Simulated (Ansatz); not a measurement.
# Ba2BiSb2: one candidate structure

Where does Ba2BiSb2 go from the start given, structure reported for this formula (Immm, No. 71)?

Computed with Ansatz 0.2.0 (DFT PBE, scalar-relativistic, plane waves, PAW, unless a step's input says otherwise).

## Step 1: The starting structure

It takes space group Immm (No. 71, orthorhombic). Conventional cell: a = 4.803 Å, b = 7.688 Å, c = 9.900 Å, α = 90.00°, β = 90.00°, γ = 90.00°. Ba (site symmetry mm2) has 6 Sb at 3.59 to 3.60 Å and 2 Bi at 3.67 Å in its first shell of neighbours. Around Sb (site symmetry m2m) lie 1 Sb at 3.10 Å and 2 Bi at 3.32 Å and 6 Ba at 3.59 to 3.60 Å. Bi (site symmetry mmm) is surrounded by 4 Sb at 3.32 Å and 4 Ba at 3.67 Å.

Coordinates:

```
Ba Sb Bi
1.0
    -2.40130    3.84390    4.95000
     2.40130   -3.84390    4.95000
     2.40130    3.84390   -4.95000
Ba Sb Bi
2 2 1
Cartesian
  0.0000 3.8439 2.1801
  2.4013 0.0000 2.7699
  0.0000 1.5499 4.9500
  2.4013 2.2940 0.0000
  0.0000 0.0000 0.0000
```

(A quick probe on a coarse mesh, which set the mesh and smearing, is not shown.)

## Step 3: Relaxing cell and atoms

input.yaml

```yaml
crystal:
  lattice:
    - [-2.4013, 3.8439, 4.95]
    - [2.4013, -3.8439, 4.95]
    - [2.4013, 3.8439, -4.95]
  atoms:
    - { symbol: Ba, position: [0.72021, 0.22021, 0.5] }
    - { symbol: Ba, position: [0.27979, 0.77979, 0.5] }
    - { symbol: Sb, position: [0.7016, 0.5, 0.2016] }
    - { symbol: Sb, position: [0.2984, 0.5, 0.7984] }
    - { symbol: Bi, position: [0.0, 0.0, 0.0] }
basis:
  ecutwfc: 420
kpoints:
  mp_grid: { grid: [10, 10, 10] }
hamiltonian:
  xc: pbe
scf:
  occupations: { method: gaussian, width: 0.1 }
output:
  forces: true
  stress: true
  eigenvalues: true
relax:
  adjacent_minimum: "off"
  f_tol: 0.01
  max_steps: 80
  cell: { stress_tol: 0.05 }
```

The run is started by

```
$ ansatz run input.yaml --threads 1 --pin off --max-ram 2560MiB --backend cpu --events-out ev --progress --plain --runs-dir out
```

Before running it: what results should come out?

As calculated:

Formation energies count from the elements, computed with the same settings in runs not shown here.

| quantity | value |
| --- | --- |
| cell (conventional) | a = 4.828 Å, b = 7.673 Å, c = 10.126 Å, α = 90.00°, β = 90.00°, γ = 90.00° |
| space group | Immm (No. 71) |
| volume | 37.51 Å³/atom |
| gap on the mesh | none (metal) |
| formation energy from the elements | -0.858 eV/atom |

What this shows: The space group stayed Immm, and from the first guess the volume went from 36.55 to 37.51 Å³/atom. With -0.86 eV/atom it lies under the elements, which doesn't yet make it stable against other compounds of them. Spin-orbit coupling is left out for Bi, Sb.
